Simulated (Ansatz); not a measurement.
**TiAu: how the settings move a relaxation**

How sensitive is a relaxation of TiAu to its settings? A reference run comes first, then one run with altered input.

Program: Ansatz 0.2.0. Level of theory: reference: DFT, PBEsol, PAW with Ansatz's default frozen-core files, scalar-relativistic. These are calculated values, not measurements.

## (1) Starting point

The structure is tetragonal, space group P4/nmm (No. 129). The conventional cell has a = 3.322 Å, b = 3.322 Å, c = 6.103 Å, α = 90.00°, β = 90.00°, γ = 90.00°. Around Ti (site symmetry 4mm) lie 6 Au at 2.72 to 3.08 Å and 4 Ti at 2.87 Å. Au (site symmetry 4mm) is surrounded by 6 Ti at 2.72 to 3.08 Å and 4 Au at 2.90 Å.

As a file:

```cif
data_structure
_symmetry_space_group_name_H-M 'P 1'
_symmetry_Int_Tables_number 1
_cell_length_a 3.3223
_cell_length_b 3.3223
_cell_length_c 6.1029
_cell_angle_alpha 90.000
_cell_angle_beta 90.000
_cell_angle_gamma 90.000
_cell_volume 67.36
loop_
_atom_site_label
_atom_site_type_symbol
_atom_site_fract_x
_atom_site_fract_y
_atom_site_fract_z
_atom_site_occupancy
Ti1 Ti 0.00000 0.50000 0.86450 1
Ti2 Ti 0.50000 0.00000 0.13550 1
Au1 Au 0.00000 0.50000 0.36034 1
Au2 Au 0.50000 0.00000 0.63966 1
```

## (2) The reference run

input.yaml

```yaml
crystal:
  lattice:
    - [3.32226218, 0.0, 0.0]
    - [0.0, 3.32226218, 0.0]
    - [0.0, 0.0, 6.10292196]
  atoms:
    - { symbol: Ti, position: [0.0, 0.5, 0.86449885] }
    - { symbol: Ti, position: [0.5, 0.0, 0.13550115] }
    - { symbol: Au, position: [0.0, 0.5, 0.36034485] }
    - { symbol: Au, position: [0.5, 0.0, 0.63965515] }
kpoints:
  mp_grid: { grid: [11, 11, 6] }
scf:
  occupations: { method: fermi_dirac, width: 0.05 }
hamiltonian:
  xc: pbesol
  pseudopotentials: { kind: paw }
output:
  forces: true
  stress: true
  write_density: true
  write_potential: true
  elf: true
  volumetric_format: npy
relax:
  f_tol: 0.005
  max_steps: 50
  cell: {}
```

Launch:

```
$ ansatz run input.yaml --threads 1 --pin off --max-ram 3072MiB --backend cpu --events-out ev --progress --plain --runs-dir out
```

## (3) Changed: starting moments, f_tol 0.001, max_displacement 0.3, spin_polarized true

input.yaml

```yaml
crystal:
  lattice:
    - [3.32226218, 0.0, 0.0]
    - [0.0, 3.32226218, 0.0]
    - [0.0, 0.0, 6.10292196]
  atoms:
    - { symbol: Ti, position: [0.0, 0.5, 0.86449885], spin: 0.2 }
    - { symbol: Ti, position: [0.5, 0.0, 0.13550115], spin: 0.2 }
    - { symbol: Au, position: [0.0, 0.5, 0.36034485], spin: 0.2 }
    - { symbol: Au, position: [0.5, 0.0, 0.63965515], spin: 0.2 }
kpoints:
  mp_grid: { grid: [11, 11, 6] }
scf:
  occupations: { method: fermi_dirac, width: 0.05 }
hamiltonian:
  xc: pbesol
  pseudopotentials: { kind: paw }
output:
  forces: true
  stress: true
relax:
  f_tol: 0.001
  max_steps: 50
  cell: {}
  max_displacement: 0.3
magnetization:
  spin_polarized: true
```

What does the calculation give? Wanted: for each run, ending; energy change; pressure; gap; force.

The runs gave:

| run | ending | energy change | pressure (GPa) | gap (eV) | force (eV/Å) | cycles | time |
| --- | --- | --- | --- | --- | --- | --- | --- |
| reference | converged | 0 | 0.0 | 0.00 | 0.00 | 36 | 50 s |
| 1: starting moments, f_tol 0.001, max_displacement 0.3, spin_polarized true | converged | 0.0 meV/atom | 0.0 | 0.00 | 0.00 | 56 | 2.4 min |

Times don't compare one to one where runs were asked for different outputs or read a saved state (see the inputs); cycles may leave out searches for a lower state.

What this shows: With the changed spin polarisation, convergence setting and walk settings the energy stays within 0.5 meV/atom: no moment survives, so both runs end on the same non-magnetic state.
